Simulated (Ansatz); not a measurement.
**C4H3IS: small, medium and large basis sets**

Aim: see how fast density functionals converge with the basis set for C4H3IS.

The runs use Ansatz 0.2.0, Gaussian basis; one geometry, several basis sets.

Levels to be run: PBE0-D4/def2-SVP; ωB97M-V/def2-SVP; PBE0-D4/def2-QZVPP; ωB97M-V/def2-QZVPP; the functionals' def2-TZVPP values are taken from earlier runs.

1 further run of the same task is left out (for a known fault of the program). Runs told in other sessions of the task aren't counted.

## 1. Structure used throughout

An earlier PBE0-D4 in a triple-zeta def2 set relaxation fixed the geometry. I takes the def2 core potential; no spin-orbit term is included.

SMILES `Ic1cccs1`, 9 atoms, charge 0, spin multiplicity 1.

Atoms are counted from 1 here; the program's logs count them from 0.

Bond lengths: I1–C2 2.060 Å, C2–C3 1.365 Å, C2–S6 1.710 Å, C3–C4 1.416 Å, C3–H7 1.081 Å, C4–C5 1.363 Å, C4–H8 1.082 Å, C5–S6 1.707 Å, C5–H9 1.079 Å. Angles: I1–C2–C3 127.1°, I1–C2–S6 120.9°, C3–C2–S6 111.9°, C2–C3–C4 111.9°, C2–C3–H7 123.5°, C4–C3–H7 124.6°, C3–C4–C5 112.8°, C3–C4–H8 123.7°, C5–C4–H8 123.4°, C4–C5–S6 111.5°, C4–C5–H9 128.3°, S6–C5–H9 120.2°, C2–S6–C5 91.8°.

## 2. PBE0-D4 in def2-SVP

Contents of in.yaml:

```yaml
crystal:
  periodic: [false, false, false]
  atoms:
    - {symbol: I, position_ang: [0.994403, 0.273549, -3.125484]}
    - {symbol: C, position_ang: [0.319236, 0.228505, -1.180156]}
    - {symbol: C, position_ang: [0.481369, -0.779650, -0.274999]}
    - {symbol: C, position_ang: [-0.114759, -0.470177, 0.972124]}
    - {symbol: C, position_ang: [-0.710544, 0.755656, 0.984228]}
    - {symbol: S, position_ang: [-0.551580, 1.543938, -0.521030]}
    - {symbol: H, position_ang: [1.004072, -1.700193, -0.494351]}
    - {symbol: H, position_ang: [-0.100211, -1.134440, 1.825958]}
    - {symbol: H, position_ang: [-1.233684, 1.236610, 1.796711]}
basis:
  gaussian: {orbitals: def2-SVP}
hamiltonian: {xc: pbe0, dispersion: d4}
output: {orbitals: {seedname: orbitals}}
```

On the command line:

```bash
ansatz run in.yaml --threads 4 --pin off --events-out ev --progress --plain --max-ram 10444MiB
```

Further steps of the session: ωB97M-V in def2-SVP; PBE0-D4 in def2-QZVPP; ωB97M-V in def2-QZVPP.

Q: Predict the results of all the runs planned. Wanted: PBE0-D4: double and triple zeta above quadruple; ωB97M-V: double and triple zeta above quadruple.

As calculated:

```
                                       quantity          value
PBE0-D4: double and triple zeta above quadruple  9.24, 0.58 eV
ωB97M-V: double and triple zeta above quadruple  9.35, 0.54 eV
```

PBE0-D4 gains 8.66 eV from double to triple zeta, then 0.58 eV more. These are total energies; as a rule much of such shifts cancels in differences, which this series doesn't test.
